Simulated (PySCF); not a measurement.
# C2H7BN2: NMR shifts, electronic excitations and K edges in gas and solvents, part 2 of 2

PySCF 2.14.0. Atoms count from 0.

## 6. TDDFT and polarisability: CAM-B3LYP/def2-SVPD in acetonitrile

The job: settings as JSON, then the geometry in Å.

```
{"job": {"kind": "uv", "xc": "CAM-B3LYP", "basis": "def2-SVPD", "solvent": "acetonitrile", "nstates": 6, "ntriplets": 0}, "charge": 0, "multiplicity": 1}
B     -0.794792     0.983706    -0.166695
N      0.607462     1.113369    -0.281178
C      1.275722    -0.161328    -0.115224
C      0.125491    -1.179572     0.103435
N     -1.083063    -0.380176     0.065482
H     -1.600833     1.876977    -0.253017
H      1.149479     1.945977    -0.448039
H      1.967633    -0.157656     0.747593
H      1.878971    -0.433494    -1.000284
H      0.243788    -1.707301     1.067684
H      0.132854    -1.956350    -0.683480
H     -1.979924    -0.818672     0.199437
```

Level: TDDFT CAM-B3LYP/def2-SVPD, vertical, IEF-PCM acetonitrile (non-equilibrium linear response), core orbitals frozen in the response.

Output:

```text
coarse grid: 9728 points
cycle   1  E = -214.5263458590  dE =  7.024e-01  |g| = 3.903e-01  |ddm| = 4.995e+00
cycle   2  E = -214.5314769353  dE = -5.131e-03  |g| = 3.953e-01  |ddm| = 8.635e-01
cycle   3  E = -214.5638314475  dE = -3.235e-02  |g| = 3.672e-02  |ddm| = 4.058e-01
cycle   4  E = -214.5641584781  dE = -3.270e-04  |g| = 1.148e-02  |ddm| = 8.720e-02
cycle   5  E = -214.5641930746  dE = -3.460e-05  |g| = 1.890e-03  |ddm| = 2.612e-02
cycle   6  E = -214.5641942668  dE = -1.192e-06  |g| = 3.642e-04  |ddm| = 5.849e-03
final grid: 93216 points
cycle   7  E = -214.5976898130  dE = -2.445e-05  |g| = 3.663e-03  |ddm| = 5.973e-02
cycle   8  E = -214.5976894717  dE =  3.413e-07  |g| = 4.060e-03  |ddm| = 1.052e-02
cycle   9  E = -214.5976929798  dE = -3.508e-06  |g| = 1.978e-04  |ddm| = 4.180e-03
cycle  10  E = -214.5976929881  dE = -8.240e-09  |g| = 1.371e-04  |ddm| = 5.599e-04
cycle  11  E = -214.5976929926  dE = -4.561e-09  |g| = 1.912e-05  |ddm| = 2.511e-04
cycle  12  E = -214.5976929927  dE = -1.163e-10  |g| = 7.353e-06  |ddm| = 5.820e-05
converged SCF energy = -214.5976929927

Static polarisability (au): isotropic 68.566, principal 57.197 72.441 76.060

Singlet excitations
state   eV       nm        f      main configurations
  1   5.5577    223.1   0.00000   H->L 0.93
  2   6.4419    192.5   0.08654   H->L+3 0.98
  3   6.5797    188.4   0.00829   H->L+2 0.88
  4   6.7500    183.7   0.00001   H->L+1 0.92
  5   7.3601    168.5   0.03871   H->L+4 0.93
  6   7.4050    167.4   0.00001   H->L+6 0.77, H->L+5 0.17
```

Wall time 12 s (1 thread of Arm Neoverse V2, shared host); peak memory 0.78 GiB.

This run: HOMO -7.32 eV, LUMO 1.25 eV; lowest singlet 5.56 eV.

## 7. Ultraviolet spectrum: CAM-B3LYP/def2-SVPD in chloroform

Settings changed since step 6:

```diff
@@ -1,2 +1,2 @@
-{"job": {"kind": "uv", "xc": "CAM-B3LYP", "basis": "def2-SVPD", "solvent": "acetonitrile", "nstates": 6, "ntriplets": 0}, "charge": 0, "multiplicity": 1}
+{"job": {"kind": "uv", "xc": "CAM-B3LYP", "basis": "def2-SVPD", "solvent": "chloroform", "nstates": 6, "ntriplets": 0}, "charge": 0, "multiplicity": 1}
 B     -0.794792     0.983706    -0.166695
```

With the program's defaults for keys left out, this is: TDDFT CAM-B3LYP/def2-SVPD, vertical, IEF-PCM chloroform (non-equilibrium linear response), core orbitals frozen in the response.

Output:

```text
coarse grid: 9728 points
cycle   1  E = -214.5244945519  dE =  7.042e-01  |g| = 3.929e-01  |ddm| = 4.992e+00
cycle   2  E = -214.5292417592  dE = -4.747e-03  |g| = 3.998e-01  |ddm| = 8.371e-01
cycle   3  E = -214.5624499487  dE = -3.321e-02  |g| = 3.703e-02  |ddm| = 4.088e-01
cycle   4  E = -214.5627761064  dE = -3.262e-04  |g| = 1.181e-02  |ddm| = 8.788e-02
cycle   5  E = -214.5628123328  dE = -3.623e-05  |g| = 1.930e-03  |ddm| = 2.661e-02
cycle   6  E = -214.5628135173  dE = -1.184e-06  |g| = 3.662e-04  |ddm| = 6.161e-03
final grid: 93216 points
cycle   7  E = -214.5963165433  dE = -2.440e-05  |g| = 3.679e-03  |ddm| = 5.973e-02
cycle   8  E = -214.5963161417  dE =  4.016e-07  |g| = 4.107e-03  |ddm| = 1.030e-02
cycle   9  E = -214.5963197333  dE = -3.592e-06  |g| = 1.929e-04  |ddm| = 4.135e-03
cycle  10  E = -214.5963197412  dE = -7.887e-09  |g| = 1.345e-04  |ddm| = 5.464e-04
cycle  11  E = -214.5963197455  dE = -4.379e-09  |g| = 1.995e-05  |ddm| = 2.395e-04
cycle  12  E = -214.5963197457  dE = -1.212e-10  |g| = 7.307e-06  |ddm| = 5.736e-05
converged SCF energy = -214.5963197457

Static polarisability (au): isotropic 63.339, principal 51.791 67.192 71.033

Singlet excitations
state   eV       nm        f      main configurations
  1   5.5534    223.3   0.00000   H->L 0.93
  2   6.4680    191.7   0.09155   H->L+3 0.98
  3   6.5272    190.0   0.00730   H->L+2 0.87
  4   6.7206    184.5   0.00001   H->L+1 0.91
  5   7.3297    169.2   0.04111   H->L+4 0.93
  6   7.3887    167.8   0.00001   H->L+6 0.92
```

Wall time 12 s (1 thread of Arm Neoverse V2, shared host); peak memory 0.78 GiB.

In short: HOMO -7.32 eV, LUMO 1.26 eV; lowest singlet 5.55 eV.

## 8. Core excitations: BHandHLYP/aug-pcX-1+pcseg-1

Settings changed since step 7:

```diff
@@ -1,2 +1,2 @@
-{"job": {"kind": "uv", "xc": "CAM-B3LYP", "basis": "def2-SVPD", "solvent": "chloroform", "nstates": 6, "ntriplets": 0}, "charge": 0, "multiplicity": 1}
+{"job": {"kind": "xas", "xc": "BHandHLYP", "basis": {"default": "aug-pcX-1", "H": "pcseg-1"}}, "charge": 0, "multiplicity": 1}
 B     -0.794792     0.983706    -0.166695
```

Level: core-valence-separated TDA BHandHLYP/aug-pcX-1 H:pcseg-1, K edges, non-relativistic, gas phase.

Output:

```text
coarse grid: 9728 points
cycle   1  E = -214.6196296185  dE =  7.392e-01  |g| = 3.809e-01  |ddm| = 3.973e+00
cycle   2  E = -214.6329861894  dE = -1.336e-02  |g| = 3.331e-01  |ddm| = 5.935e-01
cycle   3  E = -214.6554769016  dE = -2.249e-02  |g| = 5.131e-02  |ddm| = 2.875e-01
cycle   4  E = -214.6559995822  dE = -5.227e-04  |g| = 1.367e-02  |ddm| = 6.377e-02
cycle   5  E = -214.6560447817  dE = -4.520e-05  |g| = 2.283e-03  |ddm| = 1.464e-02
cycle   6  E = -214.6560460895  dE = -1.308e-06  |g| = 4.557e-04  |ddm| = 3.916e-03
final grid: 93216 points
cycle   7  E = -214.6909212839  dE = -5.508e-05  |g| = 3.269e-03  |ddm| = 3.162e-02
cycle   8  E = -214.6909212355  dE =  4.844e-08  |g| = 3.234e-03  |ddm| = 5.330e-03
cycle   9  E = -214.6909233552  dE = -2.120e-06  |g| = 2.228e-04  |ddm| = 2.464e-03
cycle  10  E = -214.6909233662  dE = -1.095e-08  |g| = 8.905e-05  |ddm| = 3.129e-04
cycle  11  E = -214.6909233680  dE = -1.842e-09  |g| = 2.189e-05  |ddm| = 1.106e-04
cycle  12  E = -214.6909233682  dE = -1.475e-10  |g| = 7.215e-06  |ddm| = 3.244e-05
converged SCF energy = -214.6909233682

B K edge
   eV          f      from atoms
  188.264   0.07835   B0
  190.251   0.00708   B0
  190.694   0.00085   B0
  190.928   0.00671   B0
  191.180   0.00901   B0
  191.523   0.00102   B0
  191.620   0.00022   B0
  191.860   0.00094   B0

C K edge
   eV          f      from atoms
  286.163   0.00893   C2 C3
  286.172   0.02346   C3 C2
  286.726   0.00004   C2 C3
  286.739   0.05822   C3 C2
  287.148   0.01065   C2 C3
  287.155   0.00890   C3 C2
  287.520   0.00012   C3 C2
  287.521   0.00002   C2 C3
  288.202   0.00006   C2 C3
  288.205   0.00149   C3 C2
  288.265   0.00244   C3 C2
  288.266   0.00379   C2 C3

N K edge
   eV          f      from atoms
  399.215   0.02530   N1 N4
  399.217   0.00342   N4 N1
  399.661   0.04289   N4 N1
  399.663   0.00018   N1 N4
  400.588   0.00099   N4 N1
  400.590   0.00369   N1 N4
  400.870   0.00578   N4
  400.872   0.00548   N1
  401.276   0.01227   N4 N1
  401.278   0.00189   N1 N4
  401.308   0.00456   N4 N1
  401.311   0.00008   N1 N4
```

Wall time 11 s (1 thread of Arm Neoverse V2, shared host); peak memory 0.77 GiB.

## 9. Comparing the runs: NMR shifts

Shifts (ppm), means over like atoms, with basis size and wall time:

```tsv
run	C2	H5	H7	H6	B0	N1	functions	time
PBE0/pcSseg-1 in acetonitrile	47.4	4.02	3.51	2.63	24.7	83.9	120	7.7 s
PBE0/pcSseg-1 in chloroform	47.1	4.06	3.49	2.50	24.6	83.0	120	6.5 s
```

The continuum's effect on the ground state:

```tsv
solvent	ε	polarisation energy (Eh)	μ (D)
chloroform	4.71	-0.0041	1.69
acetonitrile	35.69	-0.0058	1.81
```

## 10. Side by side: electronic excitations

Excitations and ground-state properties, with basis size and wall time:

```tsv
run	lowest singlet (eV)	brightest (eV)	f	gap (eV)	α (Å³)	μ (D)	functions	time
CAM-B3LYP/def2-SVPD	5.55	6.60	0.069	8.58	7.69	1.26	156	14 s
CAM-B3LYP/def2-SVPD in acetonitrile	5.56	6.44	0.087	8.57	10.16	1.68	156	12 s
CAM-B3LYP/def2-SVPD in chloroform	5.55	6.47	0.092	8.58	9.39	1.56	156	12 s
```

The continuum's effect on the ground state:

```tsv
solvent	ε	polarisation energy (Eh)	μ (D)
chloroform	4.71	-0.0038	1.56
acetonitrile	35.69	-0.0055	1.68
```

## 11. Summary of results

What follows sums up all 2 parts.

| quantity | value |
| --- | --- |
| point group | C2v |
| rotational constants (main isotopes) | 7.79, 7.37, 3.98 GHz |
| 13C shifts against TMS (PBE0/pcSseg-1, acetonitrile, means over atoms taken as alike) | 47.4 ppm |
| 1H shifts against TMS (PBE0/pcSseg-1, acetonitrile, means over atoms taken as alike) | 4.02, 3.51, 2.63 ppm |
| 11B shifts against BF3·OEt2 (PBE0/pcSseg-1, acetonitrile) | 24.7 ppm |
| 15N shifts against NH3 (PBE0/pcSseg-1, acetonitrile, means over atoms taken as alike) | 83.9 ppm |
| lowest singlet (CAM-B3LYP/def2-SVPD) | 5.55 eV (224 nm), f = 0.000 |
| brightest single state of those computed | state 3, 6.60 eV, f = 0.069 |
| B K edge | first line 188.26 eV, strongest 188.26 eV (f = 0.078) |
| C K edge | first line 286.16 eV, strongest 286.74 eV (f = 0.058) |
| N K edge | first line 399.21 eV, strongest 399.66 eV (f = 0.043) |
| range of the shift of N1 | 83.0 to 83.9 ppm |
| range of the lowest singlet | 5.55 to 5.56 eV |

Relaxing lowered the energy by 0.133 eV in 4 steps; the close pair that moved most is C2–C3, from 1.501 to 1.552 Å. At PBE0/pcSseg-1: The largest span, 135 ppm, is at N1, N4, where the paramagnetic term is -136 ppm. The first singlet state (HOMO→LUMO 0.94) lies at 5.55 eV and is dark; of the 6 states computed, the strongest absorption comes from state 3 at 6.60 eV. At the B edge the strongest single line lifts a 1s electron of B0 into LUMO+10 (weight 0.72), and it is the first line. At the C edge the strongest single line lifts a 1s electron of C3 and C2 into several orbitals, led by LUMO+2 (weight 0.47), 0.6 eV above the first line. Absolute edge energies from this method are off by several eV; spacings are better. Across the 2 runs the shift of N1 (with its like atoms) moves most, between 83.0 (PBE0/pcSseg-1 in chloroform) and 83.9 ppm (PBE0/pcSseg-1 in acetonitrile). Most of that comes from the computed reference, not from the atom's own shielding. The continuum holds electrostatics alone: no hydrogen bonds to the solvent, and the gas-phase geometry is kept. The lowest singlet runs from 5.55 eV (CAM-B3LYP/def2-SVPD) to 5.56 eV (CAM-B3LYP/def2-SVPD in acetonitrile), while the orbital gap spans 8.57 to 8.58 eV. The lowest state need not be the same one in every run.
